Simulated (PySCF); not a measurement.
# C₃H₁₀OSSi₂: electronic excitations

Wanted: the electronic excitations of C₃H₁₀OSSi₂ (`C=CO[SiH2]SC[SiH3]`), by calculation.

The runs use PySCF 2.14.0, with density-fitted response routines of our own; the level of theory stands in each step. All values are computed, except where a source is named. Atoms count from 0, in the outputs and in this text.

**1. The molecule as given**

17 atoms, charge 0, multiplicity 1; geometry from: GFN2-xTB.

Bonds of the start (Å): C0–C1 1.32, C1–O2 1.35, O2–Si3 1.62, Si3–S4 2.14, S4–C5 1.83, C5–Si6 1.90, C0–H7 1.07, C0–H8 1.08, C1–H9 1.08, Si3–H10 1.45, Si3–H11 1.46, C5–H12 1.09, C5–H13 1.09, Si6–H14 1.46, Si6–H15 1.46, Si6–H16 1.46.

**2. Excited states and response: CAM-B3LYP/def2-SVPD**

The job: settings as JSON, then the geometry in Å.

```
{"job": {"kind": "uv", "xc": "CAM-B3LYP", "basis": "def2-SVPD", "nstates": 8, "ntriplets": 3}, "charge": 0, "multiplicity": 1}
C     -2.904038     1.132591     0.532052
C     -3.151061    -0.127522     0.228913
O     -2.262138    -1.021440    -0.242762
Si    -0.685116    -0.963169    -0.596857
S      0.451718    -0.456871     1.139809
C      2.157364    -0.742875     0.531172
Si     2.890853     0.825871    -0.257857
H     -3.682209     1.771627     0.903786
H     -1.918418     1.551853     0.430962
H     -4.134315    -0.570199     0.335190
H     -0.454781    -2.349850    -0.961666
H     -0.387316    -0.001675    -1.654819
H      2.128781    -1.589902    -0.149651
H      2.724318    -1.039686     1.410975
H      2.096776     1.182966    -1.434633
H      4.264283     0.510411    -0.656030
H      2.858302     1.899900     0.730429
```

Level: TDDFT CAM-B3LYP/def2-SVPD, vertical, gas phase, core orbitals frozen in the response.

On the command line:

```console
> OMP_NUM_THREADS=1 python probes_run.py task.json out
```

The driver reads the jobs from task.json and runs them one after another.

What will the session give for the following? lowest singlet (CAM-B3LYP/def2-SVPD); brightest single state of those computed; lowest triplet; surface potential, 1st and 99th percentile. Wanted: lowest singlet; brightest single state of those computed; lowest triplet; surface potential, 1st and 99th percentile.

As calculated:

| quantity | value |
| --- | --- |
| lowest singlet (CAM-B3LYP/def2-SVPD) | 5.17 eV (240 nm), f = 0.001 |
| brightest single state of those computed | state 6, 6.84 eV, f = 0.133 |
| lowest triplet | 4.41 eV |
| surface potential, 1st and 99th percentile | -0.84 V and 1.24 V |

What this shows: The first singlet state (HOMO→LUMO 0.85) lies at 5.17 eV and is dark; of the 8 states computed, the strongest absorption comes from state 6 at 6.84 eV. The lowest triplet lies 0.76 eV below the lowest singlet (triplets in Tamm-Dancoff, singlets in full TDDFT).
